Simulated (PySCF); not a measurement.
# C2H7AsOSi: the cost of one run

Programs: PySCF 2.14.0, with density-fitted response routines of our own. Each step states its level of theory. These are calculated values for one molecule in the gas phase, unless marked as measured. Atoms count from 0, in the outputs and in this text.

### Step 1. The starting structure

12 atoms, charge 0, multiplicity 1; geometry from: GFN2-xTB. The atoms were then displaced at random by about 0.01 Å, so the start is not that level's minimum.

Bonds of the start (Å): C0–C1 1.47, C1–O2 1.20, C1–Si3 1.96, Si3–As4 2.28, C0–H5 1.13, C0–H6 1.08, C0–H7 1.07, Si3–H8 1.45, Si3–H9 1.48, As4–H10 1.49, As4–H11 1.49.

### Step 2. Geometry optimisation at PBE0-D3(BJ)/def2-SVP

What the job is given:

```
{"job": {"xc": "PBE0", "basis": "def2-SVP", "d3": "d3bj", "grid": 1, "shake": 0.01, "kind": "geom"}, "charge": 0, "multiplicity": 1}
C     -2.032400    -0.431600     0.050220
C     -0.647960    -0.261270     0.526530
O     -0.296620    -0.670150     1.601780
Si     0.721500     0.621630    -0.564930
As     2.457190     0.355090     0.891350
H     -2.460040     0.586770    -0.167150
H     -2.037640    -0.966460    -0.887200
H     -2.661400    -0.908570     0.773470
H      0.657150    -0.017160    -1.868020
H      0.221280     1.997440    -0.772800
H      3.483270     0.739590    -0.117730
H      2.635350    -1.073590     0.525450
```

Run with:

```
$ OMP_NUM_THREADS=1 python probes_run.py task.json out
```

One launch serves the whole session: the jobs run in the order shown.

**Question.** How long does this first job take on 1 thread of Arm Neoverse V2, shared host, and how much memory does it need?

About 40 s, with a peak of 0.53 GiB.
